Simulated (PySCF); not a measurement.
**IrO₃⁻: structure of the singlet**

The task is one start of a wider search on IrO₃⁻: the singlet, from a B3LYP minimum start. It is relaxed, tested by its Hessian and followed downhill if it is a saddle.

Computed with PySCF 2.14.0. Level: B3LYP, basis Ir def2-SVPD with ECP60, O def2-SVPD, scalar-relativistic core potentials, no spin–orbit coupling, density fitting.

## 1. The starting structure

4 atoms, charge -1, spin multiplicity 1.

Bond lengths: Ir1–O2 1.719 Å, Ir1–O3 1.780 Å, Ir1–O4 1.780 Å. Angles: O2–Ir1–O3 128.3°, O2–Ir1–O4 128.3°, O3–Ir1–O4 103.4°.

Coordinates in bohr (charge -1 multiplicity 1):
```
Ir    0.0612    0.0000    0.0000
O     3.3099    0.0004    0.0000
O    -2.0247    2.6385    0.0000
O    -2.0241   -2.6390    0.0000
```

## 2. Finding the electronic state

The steps below are one call of a driver around PySCF. For each, scf.py gives the equivalent set-up of the SCF; relaxations use the driver's own optimiser. After this first run the driver tries any further starts and a stability analysis.

scf.py

```python
from pyscf import gto, scf, dft
mol = gto.M(atom='''
Ir     0.032412     0.000004     0.000000
O      1.751533     0.000202     0.000000
O     -1.071437     1.396243    -0.000000
O     -1.071116    -1.396489    -0.000000''',
    basis={'Ir': 'def2-SVPD', 'O': 'def2-SVPD'},
    ecp={'Ir': 'def2-SVPD'},
    charge=-1, spin=0)
mf = dft.RKS(mol, xc='B3LYP')
mf.grids.atom_grid = (50, 194)
aux = {'Ir': 'def2-universal-JKFIT', 'O': 'def2-universal-JKFIT'}
mf = mf.density_fit(auxbasis=aux)
mf.conv_tol = 1e-08
mf.diis_space = 10
mf.max_cycle = 60
mf.init_guess = 'minao'
mf.verbose = 4
mf.kernel()
```

On the command line:

```
$ OMP_NUM_THREADS=2 python axn.py task.json out
```

The runs that follow: Relaxation: B3LYP minimum start, singlet; Is it a minimum? Harmonic modes; The broken-symmetry singlet; Hessian and properties.

Before running it: what results should come out? Wanted: minimum; geometry; wavenumbers; dipole moment; highest occupied, lowest empty level; polar-tensor charge of Ir1; zero-point energy; ⟨S²⟩.

**Answer**, as computed:

| quantity | value |
| --- | --- |
| minimum | broken-symmetry (Ms = 0), C2v |
| geometry | Ir–O 1.758 Å, Ir–O 1.767 Å (×2); O–Ir–O 117.3°, O–Ir–O 121.4° (×2) |
| wavenumbers (cm⁻¹) | 215, 219, 252, 815, 822, 894 |
| dipole moment (centre of mass) | 0.11 D |
| highest occupied, lowest empty level (either spin) | -1.10, 1.63 eV |
| polar-tensor charge of Ir1 | +0.69 e |
| zero-point energy | 19.2 kJ/mol |
| entropy at 298.15 K | 302.7 J/(mol K) |
| ⟨S²⟩ | 1.005 |

What this shows: The B3LYP minimum start keeps its C2v symmetry and ends in a minimum. The determinant is spin-contaminated (⟨S²⟩ = 1.00 against 0.00), so it is no pure spin state. The strongest infrared band lies at 815 cm⁻¹ (stretch). Other starts or spin states, not run here, may lie lower. The SCF density has lower symmetry than the nuclear frame. With an element this heavy the missing spin–orbit coupling can shift these numbers.
